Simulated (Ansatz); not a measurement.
# YOs: the cost of one run

Program: Ansatz 0.2.0. Level of theory: DFT PBE, scalar-relativistic, plane waves, PAW. These are calculated values, not measurements.

## (1) The structure to begin with

It takes space group R-3m (No. 166, trigonal). The conventional cell has a = 3.268 Å, b = 3.268 Å, c = 15.427 Å, α = 90.00°, β = 90.00°, γ = 120.00°. Around Y (site symmetry -3m) lie 6 Os at 3.19 Å and 6 Y at 3.27 Å. Os (site symmetry -3m) has 6 Y at 3.19 Å and 6 Os at 3.27 Å in its first shell of neighbours.

As a file:

```cif
data_structure
_symmetry_space_group_name_H-M 'R-3m:H'
_symmetry_Int_Tables_number 166
_cell_length_a 3.2677
_cell_length_b 3.2677
_cell_length_c 15.4271
_cell_angle_alpha 90.000
_cell_angle_beta 90.000
_cell_angle_gamma 120.000
_cell_volume 142.66
loop_
_atom_site_label
_atom_site_type_symbol
_atom_site_symmetry_multiplicity
_atom_site_Wyckoff_symbol
_atom_site_fract_x
_atom_site_fract_y
_atom_site_fract_z
_atom_site_occupancy
Y1 Y 3 a 0.00000 0.00000 0.00000 1
Os1 Os 3 b 0.33333 0.66667 0.16667 1
```

Recipe of the guess: close-packed layers stacked AB|C (R-3m, No. 166). Lengths come from tabulated atomic sizes and are only a guess.

## (2) The guess as it stands, on a coarse mesh

File input.yaml:

```yaml
crystal:
  lattice:
    - [1.63382984, 0.9432921, 5.14235307]
    - [-1.63382984, 0.9432921, 5.14235307]
    - [0.0, -1.88658419, 5.14235307]
  atoms:
    - { symbol: "Y", position: [0.0, 0.0, 0.0] }
    - { symbol: Os, position: [0.5, 0.5, 0.5] }
basis:
  ecutwfc: 420
kpoints:
  mp_grid: { grid: [6, 6, 6] }
hamiltonian:
  xc: pbe
scf:
  occupations: { method: gaussian, width: 0.1 }
  lower_state_search: "off"
output:
  forces: true
  stress: true
  eigenvalues: true
```

Launch:

```bash
ansatz run input.yaml --threads 1 --pin off --max-ram 2560MiB --backend cpu --events-out ev --progress --plain --runs-dir out
```

What time and memory should one allow on 1 thread of Intel Xeon at 2.50GHz (Skylake/Cascade Lake), shared host?

About 3.7 s, with a peak of 0.34 GiB.
